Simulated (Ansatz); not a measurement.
# ClH5OSi (built from SMILES O.[SiH3]Cl): a barrier at many levels of theory

Aim: the barrier and energy of one elementary step (Si1–O7 formed, H2–H6 formed, Si1–H2 broken, H6–O7 broken) from LDA up to coupled cluster, on fixed structures, to see where each rung fails.

The runs use Ansatz 0.2.0, Gaussian basis; single points in def2-TZVPP on PBE0-D4/def2-TZVP structures.

Levels: SPW92, PBE-D4, BLYP-D4, r2SCAN-D4, B97M-V, PBE0-D4, B3LYP-D4, r2SCAN0-D4, BHLYP-D4, CAM-B3LYP-D4, wB97X-V, wB97M-V, B2PLYP, PBE-QIDH, RPA on PBE, Hartree-Fock, MP2, CCSD, CCSD(T). The reference is CCSD(T) at the basis limit, from triple and quadruple zeta. Zero-point energies come from PBE0-D4 vibrations.

Cores are frozen in the correlated methods. B3LYP uses VWN-RPA correlation. B2PLYP carries no dispersion term here.

81 further runs of the same task are left out: 1 that didn't finish, 80 set aside as unsound or not needed.

## 1. The three structures

Charge 0, multiplicity 1. The folders r, ts and p hold the start, the saddle and the end; their coordinates stand in the first inputs.

```
  pair  r (Å)  ts (Å)  p (Å)
Si1–O7  2.734   1.857  1.634
 H2–H6  2.976   1.104  0.747
Si1–H2  1.479   1.714  4.405
 H6–O7  0.961   1.150  2.639
```

## 2. SPW92/def2-TZVPP

File r/in.yaml:

```yaml
crystal:
  periodic: [false, false, false]
  atoms:
    - {symbol: Si, position_ang: [-0.648437, -0.037553, -0.785477]}
    - {symbol: H, position_ang: [0.518586, 0.802131, -1.133535]}
    - {symbol: H, position_ang: [-0.294946, -1.459434, -0.605341]}
    - {symbol: H, position_ang: [-1.433675, 0.518714, 0.335597]}
    - {symbol: Cl, position_ang: [-1.898510, 0.035563, -2.441896]}
    - {symbol: H, position_ang: [1.866451, -0.355738, 1.254214]}
    - {symbol: O, position_ang: [0.943505, -0.159232, 1.433888]}
    - {symbol: H, position_ang: [0.947027, 0.655549, 1.942550]}
basis:
  gaussian: {orbitals: def2-TZVPP}
hamiltonian: {xc: lda}
```

File ts/in.yaml:

```yaml
crystal:
  periodic: [false, false, false]
  atoms:
    - {symbol: Si, position_ang: [-0.462051, -0.275677, -0.265926]}
    - {symbol: H, position_ang: [1.097516, -0.026722, -0.931047]}
    - {symbol: H, position_ang: [-0.429662, -1.712645, -0.610573]}
    - {symbol: H, position_ang: [-1.617324, -0.093112, 0.660073]}
    - {symbol: Cl, position_ang: [-1.161404, 0.967029, -1.784544]}
    - {symbol: H, position_ang: [1.298970, 0.208928, 0.129028]}
    - {symbol: O, position_ang: [0.723378, 0.086357, 1.116679]}
    - {symbol: H, position_ang: [0.550579, 0.845843, 1.686310]}
basis:
  gaussian: {orbitals: def2-TZVPP}
hamiltonian: {xc: lda}
```

File p/in.yaml:

```yaml
crystal:
  periodic: [false, false, false]
  atoms:
    - {symbol: Si, position_ang: [-1.142738, -0.191988, 0.146413]}
    - {symbol: H, position_ang: [3.088077, -0.429505, -1.057246]}
    - {symbol: H, position_ang: [-0.827217, -1.297403, -0.776262]}
    - {symbol: H, position_ang: [-2.011403, -0.612141, 1.269614]}
    - {symbol: Cl, position_ang: [-2.195624, 1.243272, -0.879426]}
    - {symbol: H, position_ang: [2.497748, -0.226120, -0.646588]}
    - {symbol: O, position_ang: [0.293566, 0.386057, 0.668163]}
    - {symbol: H, position_ang: [0.297590, 1.127828, 1.275332]}
basis:
  gaussian: {orbitals: def2-TZVPP}
hamiltonian: {xc: lda}
```

Each run has its own folder and the same command.

Run with:

```bash
$ ansatz run in.yaml --threads 2 --pin off --events-out ev --progress --plain --max-ram 4352MiB
```

After this run come: PBE-D4/def2-TZVPP; BLYP-D4/def2-TZVPP; r2SCAN-D4/def2-TZVPP; B97M-V/def2-TZVPP; PBE0-D4/def2-TZVPP; B3LYP-D4/def2-TZVPP; r2SCAN0-D4/def2-TZVPP; BHLYP-D4/def2-TZVPP; CAM-B3LYP-D4/def2-TZVPP; wB97X-V/def2-TZVPP; wB97M-V/def2-TZVPP; B2PLYP/def2-TZVPP; PBE-QIDH/def2-TZVPP; RPA on PBE/def2-TZVPP; CCSD(T)/def2-TZVPP; MP2/def2-QZVPP; Vibrations of the start structure; Vibrations of the end structure.

**Question.** What will these runs give? Wanted: barrier, CCSD(T)/CBS; reverse barrier, CCSD(T)/CBS; step energy, CCSD(T)/CBS; barrier with zero-point energy; step energy with zero-point energy; imaginary mode at the saddle; largest T1 diagnostic.

The runs gave:

| quantity | value |
| --- | --- |
| barrier, CCSD(T)/CBS | 173.4 kJ/mol |
| reverse barrier, CCSD(T)/CBS | 242.4 kJ/mol |
| step energy, CCSD(T)/CBS | -69.0 kJ/mol |
| barrier with zero-point energy | 166.3 kJ/mol |
| step energy with zero-point energy | -83.3 kJ/mol |
| imaginary mode at the saddle | 1324i cm⁻¹ |
| largest T1 diagnostic | 0.011 |

What this shows: The functionals run from B2PLYP, off by -1.6 kJ/mol, to SPW92, off by -66.5 kJ/mol, against CCSD(T)/CBS. By rung, the mean size of the error is: LDA 66.5, GGA 25.9, meta-GGA 19.4, hybrid 12.7, range-separated hybrid 5.8, double hybrid 4.3 kJ/mol. PBE-D4 gives a barrier 34.7 kJ/mol too low, outside chemical accuracy (1 kcal/mol, 4.2 kJ/mol). Every functional without exact exchange puts the barrier too low, the usual mark of self-interaction error, which favours the spread-out density of a saddle. The barrier rises with the share of exact exchange, from BLYP-D4 through B3LYP-D4 to BHLYP-D4 (-17.1, -6.6, +12.0 kJ/mol). Hartree-Fock, with no correlation, is off by +60.6 kJ/mol. Zero-point motion lowers the barrier by 7.1 kJ/mol.
